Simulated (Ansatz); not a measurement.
# Si2Sn: the cost of one run

Method: DFT PBE, scalar-relativistic, plane waves, PAW, in Ansatz 0.2.0.

1 further run of the same task is left out (it didn't finish).

## (1) The system as given

Symmetry: Fd-3m, No. 227, cubic system. The conventional cell has a = 7.651 Å, b = 7.651 Å, c = 7.651 Å, α = 90.00°, β = 90.00°, γ = 90.00°. Around Si (site symmetry -3m) lie 6 Si at 2.71 Å and 6 Sn at 3.17 Å. Sn (site symmetry -43m) is surrounded by 12 Si at 3.17 Å and 4 Sn at 3.31 Å.

As a file:

```
Si Sn
1.0
     0.00000    3.82551    3.82551
     3.82551    0.00000    3.82551
     3.82551    3.82551    0.00000
Si Sn
4 2
Cartesian
  4.7819 4.7819 4.7819
  4.7819 2.8691 2.8691
  2.8691 2.8691 4.7819
  2.8691 4.7819 2.8691
  0.0000 0.0000 0.0000
  1.9128 1.9128 1.9128
```

This is candidate A: cubic Laves (C15) type (Fd-3m, No. 227).

(A quick probe on a coarse mesh, which set the mesh and smearing, is not shown.)

## (3) The relaxation (candidate A)

Input file input.yaml:

```yaml
crystal:
  lattice:
    - [0.0, 3.8255114723, 3.8255114723]
    - [3.8255114723, 0.0, 3.8255114723]
    - [3.8255114723, 3.8255114723, 0.0]
  atoms:
    - { symbol: Si, position: [0.625, 0.625, 0.625] }
    - { symbol: Si, position: [0.125, 0.625, 0.625] }
    - { symbol: Si, position: [0.625, 0.625, 0.125] }
    - { symbol: Si, position: [0.625, 0.125, 0.625] }
    - { symbol: Sn, position: [0.0, 0.0, 0.0] }
    - { symbol: Sn, position: [0.25, 0.25, 0.25] }
basis:
  ecutwfc: 420
kpoints:
  mp_grid: { grid: [8, 8, 8] }
hamiltonian:
  xc: pbe
scf:
  occupations: { method: gaussian, width: 0.1 }
output:
  forces: true
  stress: true
  eigenvalues: true
relax:
  adjacent_minimum: "off"
  f_tol: 0.01
  max_steps: 80
  cell: { stress_tol: 0.05 }
```

Launch:

```console
$ ansatz run input.yaml --threads 1 --pin off --max-ram 2560MiB --backend cpu --events-out ev --progress --plain --runs-dir out
```

What time and memory should one allow on 1 thread of Intel Xeon Platinum 8259CL at 2.50GHz (Skylake/Cascade Lake), shared host?

About 40 s, with a peak of 0.47 GiB.
